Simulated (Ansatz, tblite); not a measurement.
**SiHMe2Br (C₂H₇BrSi): rung by rung**

One table from this session's results is given with a row withheld; the runs are named, their logs left out.

The runs use Ansatz 0.2.0, Gaussian basis; as each input shows.

The runs, in order: GFN1-xTB, GFN2-xTB, PBE-D4/def2-TZVP, r2SCAN-D4/def2-TZVP, B97M-V/def2-TZVP, HF/def2-TZVP, LC-ωPBE/def2-TZVP, B3LYP-D4/def2-TZVP, BLYP-D4/def2-TZVP, revPBE-D4/def2-TZVP, BHLYP-D4/def2-TZVP, PBE-D4/def2-SVP, PBE0-D4/def2-SVP, HF/STO-3G, HF/6-31G, B3LYP-D4/6-31G, CCSD(T)/def2-TZVP, RPA/def2-TZVP.

## The relaxed structure

The geometry is that of the singlet, from an earlier relaxation (r2SCAN-D4/def2-SVP).

11 atoms, charge 0, spin multiplicity 1.

Bond lengths: Si1–H2 1.492 Å, Si1–C3 1.869 Å, Si1–C7 1.869 Å, Si1–Br11 2.252 Å, C3–H4 1.101 Å, C3–H5 1.103 Å, C3–H6 1.102 Å, C7–H8 1.101 Å, C7–H9 1.102 Å, C7–H10 1.103 Å. Angles: H2–Si1–C3 110.7°, H2–Si1–C7 110.7°, H2–Si1–Br11 106.3°, C3–Si1–C7 112.3°, C3–Si1–Br11 108.3°, C7–Si1–Br11 108.3°, Si1–C3–H4 111.2°, Si1–C3–H5 110.2°, Si1–C3–H6 110.8°, H4–C3–H5 108.1°, H4–C3–H6 108.1°, H5–C3–H6 108.2°, Si1–C7–H8 111.2°, Si1–C7–H9 110.8°, Si1–C7–H10 110.3°, H8–C7–H9 108.1°, H8–C7–H10 108.1°, H9–C7–H10 108.2°.

PBE0-D4/def2-TZVP was run before; its log isn't repeated, and its numbers join the tables.

The first run:

Tight binding, by tblite at 300 K electronic temperature and without a spin-polarisation term:

```python
tblite.interface.Calculator('GFN1-xTB', numbers, positions, charge=0, uhf=0).singlepoint()
```

Tight binding, by tblite at 300 K electronic temperature and without a spin-polarisation term:

```python
tblite.interface.Calculator('GFN2-xTB', numbers, positions, charge=0, uhf=0).singlepoint()
```

start.molden holds the orbitals of an earlier run on this state, given as this run's starting guess.

Input file in.yaml:

```yaml
crystal:
  periodic: [false, false, false]
  atoms:
    - {symbol: Si, position_ang: [-0.256783, -0.437422, 0.450711]}
    - {symbol: H, position_ang: [-0.294363, -0.508185, 1.940940]}
    - {symbol: C, position_ang: [1.505175, -0.502859, -0.169445]}
    - {symbol: H, position_ang: [2.013886, -1.417275, 0.172455]}
    - {symbol: H, position_ang: [2.073538, 0.366060, 0.203157]}
    - {symbol: H, position_ang: [1.534001, -0.486748, -1.270509]}
    - {symbol: C, position_ang: [-1.168849, 1.074547, -0.162037]}
    - {symbol: H, position_ang: [-2.211727, 1.080538, 0.190384]}
    - {symbol: H, position_ang: [-1.179680, 1.106076, -1.263079]}
    - {symbol: H, position_ang: [-0.677251, 1.991604, 0.204352]}
    - {symbol: Br, position_ang: [-1.337937, -2.266325, -0.296928]}
basis:
  gaussian: {orbitals: def2-TZVP, initial_orbitals: start.molden}
hamiltonian: {xc: pbe, dispersion: d4}
scf: {omitted_lower_state_checks: [starts]}
output: {orbitals: {seedname: orbitals}}
```

Run with:

```bash
$ ansatz run in.yaml --threads 4 --pin off --events-out ev --progress --plain --max-ram 3916MiB
```

Steps of the session up to this table: PBE-D4/def2-TZVP; r2SCAN-D4/def2-TZVP; B97M-V/def2-TZVP; HF/def2-TZVP; LC-ωPBE/def2-TZVP; B3LYP-D4/def2-TZVP; BLYP-D4/def2-TZVP; revPBE-D4/def2-TZVP; BHLYP-D4/def2-TZVP; PBE-D4/def2-SVP; PBE0-D4/def2-SVP; HF/STO-3G; HF/6-31G; B3LYP-D4/6-31G; CCSD(T)/def2-TZVP; RPA/def2-TZVP.

One table of the session follows, with a row left open; its other results are not shown here.

It belongs to the step «Binding energy». 

| method | binding an atom (eV) |
| --- | --- |
| HF/STO-3G | 3.659 |
| HF/6-31G | 2.607 |
| HF/def2-TZVP | 2.832 |
| PBE-D4/def2-SVP | 3.721 |
| PBE-D4/def2-TZVP | 3.718 |
| revPBE-D4/def2-TZVP | ? |
| BLYP-D4/def2-TZVP | 3.651 |
| r2SCAN-D4/def2-TZVP | 3.704 |
| B97M-V/def2-TZVP | 3.697 |
| B3LYP-D4/6-31G | 3.530 |
| B3LYP-D4/def2-TZVP | 3.685 |
| PBE0-D4/def2-SVP | 3.701 |
| PBE0-D4/def2-TZVP | 3.695 |
| BHLYP-D4/def2-TZVP | 3.629 |
| LC-ωPBE/def2-TZVP | 3.666 |
| MP2/def2-TZVP | 3.588 |
| CCSD/def2-TZVP | 3.532 |
| CCSD(T)/def2-TZVP | 3.568 |

Estimate the missing values for revPBE-D4/def2-TZVP.

As computed: binding an atom (eV): 3.650. In the column «binding an atom (eV)» it lies between BHLYP-D4/def2-TZVP (3.629) and BLYP-D4/def2-TZVP (3.651).

To keep in mind: Free atoms were run apart at each level; binding is atoms less cluster, divided by the number of atoms, without zero-point or spin-orbit terms.
